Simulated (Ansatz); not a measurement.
# F2GeH4: the cost of one run

Method: RKS B3LYP/def2-SVP, in Ansatz 0.2.0.

### Step 1. Starting point

Bond lengths: Ge1–H3 1.550 Å, Ge1–H4 1.549 Å, Ge1–F5 1.679 Å, Ge1–F6 1.980 Å. Angles: H3–Ge1–H4 109.5°, H3–Ge1–F5 109.5°, H3–Ge1–F6 178.9°, H4–Ge1–F5 109.5°, H4–Ge1–F6 70.0°, F5–Ge1–F6 70.0°.

As a file:

```xyz
7

Ge    0.0000    0.0000    0.0000
H     0.0000    0.0000    1.9000
H     1.4616    0.0000   -0.5162
H    -0.7300    1.2648   -0.5162
F    -0.7913   -1.3709   -0.5594
F    -1.8790    0.0000    0.6243
H    -1.0089    0.0000    1.7574
```

### Step 2. A restrained relaxation towards end A

Springs on the bonds that form and break draw the guess towards this end; the thresholds are loose.

Input file input.yaml:

```yaml
crystal:
  periodic: [false, false, false]
  atoms:
    - { symbol: Ge, position_ang: [0.0, 0.0, 0.0] }
    - { symbol: H, position_ang: [0.0, 0.0, 1.9] }
    - { symbol: H, position_ang: [1.4616, 0.0, -0.5162] }
    - { symbol: H, position_ang: [-0.73, 1.2648, -0.5162] }
    - { symbol: F, position_ang: [-0.7913, -1.3709, -0.5594] }
    - { symbol: F, position_ang: [-1.879, 0.0, 0.6243] }
    - { symbol: H, position_ang: [-1.0089, 0.0, 1.7574] }
basis:
  gaussian: { orbitals: def2-SVP }
hamiltonian:
  xc: b3lyp
relax:
  f_tol: 0.15
  max_steps: 25
  restrain:
    - { distance: [0, 5], at: 2.88, k: 30.0 }
    - { distance: [6, 1], at: 1.86, k: 30.0 }
    - { distance: [0, 1], at: 1.55, k: 30.0 }
    - { distance: [6, 5], at: 0.92, k: 30.0 }
```

Command:

```console
$ ansatz run input.yaml --threads 1 --pin off --max-ram 2048MiB --backend cpu --events-out ev --progress --plain --runs-dir out
```

**Question.** How long does this run take on 1 thread of Arm Neoverse V2, shared host, and how much memory does it need?

About 21 s, with a peak of 0.16 GiB.
